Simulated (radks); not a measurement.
**Sc with its nuclear charge varied continuously**

The task here is to estimate one member of a computed series from the others.

The numbers are computed with radks (a radial shooting solver on a logarithmic mesh, Libxc functionals) version 1 (Dirac Kohn-Sham, PBE, spin-unpolarised, spherical densities, finite nucleus; open shells fill j = l - 1/2 first), except any that are marked as measured or tabulated.

## The atom as given

- element: scandium (Z = 21)
- charge: 0
- electrons: 21
- configuration: [Ar] 3d1 4s2
- nuclear rms radius: 3.5459 fm

The first run:

The run's settings:

```text
Z 21
configuration [Ar] 3d1 4s2
relativity Dirac
functional pbe,pbe
spin unpolarised
j_filling energy
nucleus finite rms 3.5459 fm
c 137.035999084
```

Steps of the session up to this table: Z = 21.

One table of the session follows, with a row left open; its other results are not shown here.

From the orbitals of this run (lengths in bohr):

```
level     <r>  outermost maximum (interpolated)  90 % within  nodes
2p1/2  0.3059                             0.231        0.504      0
2p3/2  0.3085                             0.233        0.508      0
3s1/2   1.075                             0.927         1.61      2
3p1/2   1.163                             0.964         1.79      1
3p3/2   1.171                             0.971         1.81      1
4s1/2   3.721                              3.12         5.60      3
3d3/2       ?                                 ?            ?      ?
3d5/2   1.873                              1.10         3.40      0
```

Estimate the missing values for 3d3/2.

The run gave: <r>: 1.866; outermost maximum (interpolated): 1.10; 90 % within: 3.39; nodes: 0. In the column «<r>» it lies between 3p3/2 (1.171) and 3d5/2 (1.873).
